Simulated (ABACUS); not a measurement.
Crystal: HfIn4SiO6.

```
Hf In Si O
1.0
     2.41418   -8.12947   -0.00361
     2.41418    8.12947   -0.00361
    -0.98872    0.00000    4.73072
Hf In Si O
1 4 1 6
Direct
  0.00000 0.00000 0.00000
  0.66321 0.33679 0.00000
  0.16197 0.83803 0.50000
  0.33679 0.66321 0.00000
  0.83803 0.16197 0.50000
  0.50000 0.50000 0.50000
  0.73033 0.73033 0.27051
  0.26967 0.26967 0.72949
  0.19575 0.35695 0.27609
  0.64305 0.80425 0.72391
  0.80425 0.64305 0.72391
  0.35695 0.19575 0.27609
```

The cell was built by a generator and needn't be a form met in nature.

Base run:

| Property | Result |
| --- | --- |
| Program | ABACUS 3.10.1 |
| Functional | LDA |
| Potentials or basis | SG15 ONCV 1.2 PBE |
| Cutoff | 1361 eV |
| Density cutoff | 5442 eV |
| Basis | DZP LCAO (the cutoffs set its grid) |
| k mesh | 4 × 4 × 4 |
| Occupations | fermi-dirac, width 0.05 eV |
| Spin | no spin polarisation |

Its results: band gap on the k mesh 0.28 eV, direct; pressure -5.0 GPa; largest force 1.242 eV/Å.

Q: After a change of settings the same cell gave: band gap on the k mesh 0.28 eV, direct; pressure 1.8 GPa; largest force 0.601 eV/Å. Which change was it?
A. functional from LDA to PW91
B. functional from LDA to TPSS
C. functional from LDA to PBEsol
D. functional from LDA to WC

A: A.

PW91 binds less tightly than LDA, so the same cell stands under more pressure.

Caveats: the atomic orbitals were generated for these runs and aren't a published set; the potentials were made for another functional, which shifts forces and pressure; spin-orbit coupling is left out, which moves the levels of the heavy elements; the basis of atomic orbitals isn't converged, which shifts pressures, moduli and gaps.

Not every run made on this cell is shown here.
